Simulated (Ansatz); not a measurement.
Os on several prototypes, a ranking of structure types by relaxed energy

Computed with Ansatz 0.2.0 through its Python package.

Notebook, run cell by cell (the value of a cell's last expression is shown):

In [1]:
```python
import warnings

import ansatz
import numpy as np
import spglib
```

In [2]:
```python
def bcc(A, a):
    return (
        ansatz.Lattice.bcc(a)
        .space_group(229)
        .atom(A, (0, 0, 0))
        .primitive()
    )
```

In [3]:
```python
def diamond(A, a):
    return (
        ansatz.Lattice.fcc(a)
        .space_group(227, origin_choice=1)
        .atom(A, (0, 0, 0))
        .primitive()
    )
```

In [4]:
```python
def sc(first, a):
    return (
        ansatz.Lattice.cubic(a)
        .space_group(221)
        .atom(first, (0, 0, 0))
    )


def hcp(A, a):
    return (
        ansatz.Lattice.from_parameters(a, a, 1.633 * a, alpha=90, beta=90, gamma=120)
        .space_group(194)
        .atom(A, (1 / 3, 2 / 3, 0.25))
    )


def fcc(first, a):
    return (
        ansatz.Lattice.fcc(a)
        .space_group(225)
        .atom(first, (0, 0, 0))
        .primitive()
    )
```

In [5]:
```python
def solve(name, crystal):
    calc = crystal.calculation()
    calc = calc.functional(ansatz.Functional.LDA)
    calc = calc.basis(470)
    calc = calc.kpoints(spacing=0.3).occupations("fermi_dirac", width=0.05)
    calc = calc.stress().band_table()
    calc = calc.relax(force_tolerance=0.03, max_steps=60, cell=True)
    return calc.run(threads=1)


def pressure_gpa(outcome):
    return float(np.trace(outcome.report["stress_gpa"]) / 3)


def space_group(outcome):
    sites = outcome.report["lattice"]["sites"]
    kinds = sorted({site["symbol"] for site in sites})
    cell = (outcome.lattice.cell_ang, [site["position_frac"] for site in sites], [kinds.index(site["symbol"]) for site in sites])
    return spglib.get_spacegroup(cell, symprec=0.01)
```

In [6]:
```python
# a is a first guess in angstrom
warnings.simplefilter("ignore")

phases = {}
phases["bcc"] = bcc("Os", 3.04)
phases["diamond"] = diamond("Os", 5.26)
phases["sc"] = sc("Os", 2.49)
phases["hcp"] = hcp("Os", 2.7)
phases["fcc"] = fcc("Os", 3.82)
```

In [7]:
```python
done = {}
for name, crystal in phases.items():
    done[name] = solve(name, crystal)
    print(f"{name}: {done[name].report['energy_sigma0_ev']:.4f} eV, {len(done[name].lattice.sites)} atoms")
```
```text
bcc: -11117.5536 eV, 1 atoms
diamond: -22233.9646 eV, 2 atoms
sc: -11116.8622 eV, 1 atoms
hcp: -22237.0102 eV, 2 atoms
fcc: -11118.3072 eV, 1 atoms
```

In [8]:
```python
energy = {name: o.report["energy_sigma0_ev"] / len(o.lattice.sites) for name, o in done.items()}
lowest = min(energy.values())
rows = [(name, len(o.lattice.sites), 1000 * (energy[name] - lowest), pressure_gpa(o), space_group(o)) for name, o in done.items()]
rows.sort(key=lambda row: row[2])
print("| phase | atoms | dE (meV/atom) | P (GPa) | space group |")
print("| --- | --- | --- | --- | --- |")
for row in rows:
    print(f"| {row[0]} | {row[1]:d} | {row[2]:.1f} | {row[3]:.2f} | {row[4]} |")
print("order:", " < ".join(row[0] for row in rows))
```
```text
| phase | atoms | dE (meV/atom) | P (GPa) | space group |
| --- | --- | --- | --- | --- |
| hcp | 2 | 0.0 | 0.03 | P6_3/mmc (194) |
| fcc | 1 | 197.9 | 0.00 | Fm-3m (225) |
| bcc | 1 | 951.5 | 0.00 | Im-3m (229) |
| diamond | 2 | 1522.8 | 0.04 | Fd-3m (227) |
| sc | 1 | 1642.9 | -0.00 | Pm-3m (221) |
order: hcp < fcc < bcc < diamond < sc
```

By space group at the end of each run: P6_3/mmc (+0 meV an atom, 13.7 Å³), Fm-3m (+198 meV an atom, 13.8 Å³), Im-3m (+952 meV an atom, 14.1 Å³), Fd-3m (+1523 meV an atom, 20.5 Å³) and Pm-3m (+1643 meV an atom, 15.9 Å³).

What to keep in mind:
- Absolute energies stand on the zero of these potentials, so only differences at equal settings mean something.
- For the metals among these phases the mesh is modest: differences between phases can be off by up to 40 meV an atom.
- Pressure is positive in compression.
- Spin-orbit coupling, which matters for elements this heavy, is left out.
- The cells are built on prototypes, so most aren't the phase found in nature. Rows bear the name of their start, and a relaxation keeps or raises the symmetry. Differences under about 40 meV an atom lie within the error of mesh and functional.
- It ran for 21 s on 1 thread of Arm Neoverse V2, with other jobs on the host, peak memory 0.37 GiB.
